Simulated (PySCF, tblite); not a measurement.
**C₆H₃FOS: geometry, infrared bands and NMR shifts**

Wanted: the infrared bands and NMR shifts of C₆H₃FOS (`Fc1cc2occc2s1`), by calculation.

Programs: tblite 0.8.0 and PySCF 2.14.0, with density-fitted response routines of our own. Each step states its level of theory. These are calculated values for one molecule in the gas phase, unless marked as measured. Atoms are numbered from 0 throughout.

### 1 Starting geometry

12 atoms, charge 0, multiplicity 1; geometry from: force field or distance geometry start.

Bonds of the start (Å): F0–C1 1.37, C1–C2 1.36, C2–C3 1.36, C3–O4 1.35, O4–C5 1.29, C5–C6 1.40, C6–C7 1.39, C7–S8 1.88, S8–C1 1.91, C7–C3 1.34, C2–H9 1.11, C5–H10 1.08, C6–H11 1.07.

### 2 Relaxing the molecule with GFN2-xTB

What the job is given:

```
{"job": {"kind": "relax", "xc": "GFN2-xTB", "basis": "xTB"}, "charge": 0, "multiplicity": 1}
F      3.600300    -0.441200    -0.456300
C      2.236700    -0.353400    -0.407300
C      1.511700     0.336200     0.511100
C      0.153100     0.309300     0.398900
O     -0.881700     0.836800     1.094100
C     -1.997800     0.475900     0.559500
C     -1.769600    -0.351800    -0.544400
C     -0.386400    -0.425500    -0.586400
S      0.996400    -1.213300    -1.580800
H      2.019800     0.922600     1.311500
H     -3.003700     0.728100     0.862000
H     -2.477700    -0.824500    -1.188000
```

On the command line:

```sh
> OMP_NUM_THREADS=1 python probes_run.py task.json out
```

One launch serves the whole session: the jobs run in the order shown.

**Question.** This job is followed by: GFN2-xTB harmonic vibrations, gas phase; GIAO PBE0/pcSseg-1 NMR shielding, non-relativistic, gas phase. Predict these results of the whole session: strongest single infrared mode (GFN2-xTB); zero-point energy (GFN2-xTB); 13C shifts against TMS (PBE0/pcSseg-1); 1H shifts against TMS (PBE0/pcSseg-1); 19F shifts against CFCl3 (PBE0/pcSseg-1); 17O shifts against H2O (PBE0/pcSseg-1); 33S shifts against CS2 (PBE0/pcSseg-1); surface potential, 1st and 99th percentile.

As calculated:

| quantity | value |
| --- | --- |
| strongest single infrared mode (GFN2-xTB) | 1133 cm⁻¹, 120 km/mol |
| zero-point energy (GFN2-xTB) | 46.3 kcal/mol |
| 13C shifts against TMS (PBE0/pcSseg-1) | 178.5, 156.4, 147.4, 122.4, 111.8, 99.0 ppm |
| 1H shifts against TMS (PBE0/pcSseg-1) | 7.61, 6.88, 6.82 ppm |
| 19F shifts against CFCl3 (PBE0/pcSseg-1) | -125.9 ppm |
| 17O shifts against H2O (PBE0/pcSseg-1) | 271.6 ppm |
| 33S shifts against CS2 (PBE0/pcSseg-1) | 119 ppm |
| surface potential, 1st and 99th percentile | -0.69 V and 1.26 V |

**Reading.** Over 23 steps the energy fell by 0.957 eV; of the close pairs, C1–S8 changed most, 1.912 to 1.747 Å. No mode is imaginary among the 30: a minimum at this level. The strongest single mode, at 1133 cm⁻¹, is spread over several atoms, C1, H10, O4, F0 among them. GFN2-xTB is a fitted tight-binding method: band positions and strengths are rough. Its intensities can rank the bands wrongly. At PBE0/pcSseg-1: The largest span, 340 ppm, is at O4, where the paramagnetic term is -333 ppm. NICS(1)zz of -20 ppm above the planar ring from C1 marks a diatropic (aromatic) ring current. NICS(1)zz of -25 ppm above the planar ring from C3 marks a diatropic (aromatic) ring current. At PBE0/pcSseg-1, counted by nearest atom on the grid, the HOMO lies on C1, C5 about 20 % each; C3, C7 about 16 % each, the LUMO on C1 25 %; C5 14 %.
